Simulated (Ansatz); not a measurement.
**CH₄BClO: up Jacob's ladder to CCSD(T)**

Aim: compute CH₄BClO with functionals from several rungs and with coupled cluster. The yardstick is the atomisation energy at the CCSD(T) limit.

Method: functionals in def2-TZVPP, the program's frozen cores in correlated methods; program: Ansatz 0.2.0, Gaussian basis.

Levels to be run: LDA (SPW92), PBE-D4, revPBE-D4, BLYP-D4, r2SCAN-D4, B97M-V, PBE0-D4, B3LYP-D4, r2SCANh-D4, r2SCAN0-D4, HSE06-D4, BHLYP-D4, CAM-B3LYP-D4, LC-ωPBE, ωB97X-V, ωB97M-V, B2PLYP, PBE-QIDH; CCSD(T)/def2-SVP; CCSD(T)/def2-TZVPP; MP2/def2-QZVPP; extrapolation to the limit; RPA on PBE.

1 further run of the same task is left out (it didn't finish).

## Step 1: The relaxed structure

All runs share one geometry, relaxed beforehand with PBE0-D4 in a triple-zeta def2 set.

8 atoms, charge 0, spin multiplicity 1.

Atoms are counted from 1 here; the program's logs count them from 0.

Bond lengths: B1–C2 1.553 Å, B1–Cl4 2.012 Å, B1–H5 1.194 Å, B1–H6 1.193 Å, C2–O3 1.316 Å, C2–H7 1.090 Å, O3–H8 0.965 Å. Angles: C2–B1–Cl4 70.9°, C2–B1–H5 117.1°, C2–B1–H6 117.0°, Cl4–B1–H5 108.0°, Cl4–B1–H6 109.2°, H5–B1–H6 121.4°, B1–C2–O3 122.4°, B1–C2–H7 121.9°, O3–C2–H7 115.5°, C2–O3–H8 111.7°.

## Step 2: LDA

This LDA is Slater exchange with PW92 correlation.

Contents of in.yaml:

```yaml
crystal:
  periodic: [false, false, false]
  atoms:
    - {symbol: B, position_ang: [-0.177734, 1.077182, -0.135659]}
    - {symbol: C, position_ang: [0.374920, -0.368182, -0.009916]}
    - {symbol: O, position_ang: [0.291445, -1.059510, 1.106903]}
    - {symbol: Cl, position_ang: [-1.458646, -0.195182, -1.022852]}
    - {symbol: H, position_ang: [0.299129, 1.770616, -0.983120]}
    - {symbol: H, position_ang: [-0.695879, 1.545569, 0.831908]}
    - {symbol: H, position_ang: [0.941948, -0.840368, -0.812272]}
    - {symbol: H, position_ang: [0.517016, -1.987226, 0.969108]}
basis:
  gaussian: {orbitals: def2-TZVPP}
hamiltonian: {xc: lda}
output: {orbitals: {seedname: orbitals}}
```

Further steps of the session: PBE-D4 (GGA); revPBE-D4 (GGA); BLYP-D4 (GGA); r2SCAN-D4 (meta-GGA); B97M-V (meta-GGA); PBE0-D4 (hybrid); B3LYP-D4 (hybrid); r2SCANh-D4 (hybrid); r2SCAN0-D4 (hybrid); HSE06-D4 (hybrid); BHLYP-D4 (hybrid); CAM-B3LYP-D4 (range-separated); LC-ωPBE (range-separated); ωB97X-V (range-separated); ωB97M-V (range-separated); B2PLYP (double hybrid); PBE-QIDH (double hybrid); CCSD(T) in def2-SVP; CCSD(T) in def2-TZVPP; MP2 in def2-QZVPP; RPA on PBE orbitals.

Before running them: what should the planned runs give, taken together? Wanted: atomisation energy, CCSD(T)/CBS; farthest beyond LDA; mean size of error, GGA; mean size of error, meta-GGA; mean size of error, hybrid; mean size of error, range-separated; mean size of error, double hybrid; gap, smallest and largest; T1 diagnostic.

The runs gave:

```
                               quantity                                      value
        atomisation energy, CCSD(T)/CBS                                  29.046 eV
    functionals within 0.145 eV (0.5 %)       B3LYP-D4, LC-ωPBE, ωB97X-V, PBE-QIDH
                    farthest beyond LDA                         PBE-D4 (+1.060 eV)
                mean size of error, GGA                                   0.507 eV
           mean size of error, meta-GGA                                   0.342 eV
             mean size of error, hybrid                                   0.352 eV
    mean size of error, range-separated                                   0.150 eV
      mean size of error, double hybrid                                   0.110 eV
              gap, smallest and largest  4.39 eV (LDA (SPW92)), 12.12 eV (LC-ωPBE)
                          T1 diagnostic                                     0.0147
triples share of the correlation energy                                      4.1 %
```

**Reading.** LDA overbinds by 5.010 eV (17 %). PBE-D4 is off by +1.060 eV. Double hybrids carry the basis error of their MP2 part in triple zeta, and no dispersion term here, so their miss is partly the set-up's. Taken by rung, double hybrid functionals do best (0.110 eV on average) and GGA ones worst beyond LDA (0.507 eV). The gap between the best rungs is small, so their order is not settled. Misses under about 0.145 eV are within the doubt on the reference itself, which lacks core-valence correlation, relativity and higher excitations. Hartree-Fock recovers 72 % of the binding; the rest is correlation. CCSD(T) in def2-SVP is off by -1.545 eV, so the small basis spoils what the method gains. Orbital gaps span 4.4 to 12.1 eV; exact exchange widens them.
